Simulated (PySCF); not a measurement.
# F3Sb (SbF3): the cost of one run

Programs: PySCF 2.14.0, with routines of our own; each step states its level. All values are computed. Atoms count from 0.

## Step 1: The starting structure

4 atoms, charge 0, multiplicity 1; geometry from: GFN2-xTB.

## Step 2: Optimising the geometry at PBE0-D3(BJ)/def2-SVP

Job settings and geometry (Å):

```
{"job": {"xc": "PBE0", "basis": "def2-SVP", "d3": "d3bj", "grid": 1, "maxiter": 30, "shake": 0.03, "kind": "geom"}, "charge": 0, "multiplicity": 1}
Sb     0.056960    -0.071090     0.884650
F      1.551270    -0.042630    -0.286700
F     -0.819580     1.359300    -0.330030
F     -0.705360    -1.336030    -0.298390
```

Started as:

```console
$ OMP_NUM_THREADS=1 python heavy_run.py task.json out
```

One launch serves the whole session: the jobs run in the order shown.

**Question.** How long does this first job take on 1 thread of Arm Neoverse V1, shared host, and how much memory does it need?

About 8.6 s, with a peak of 0.28 GiB.
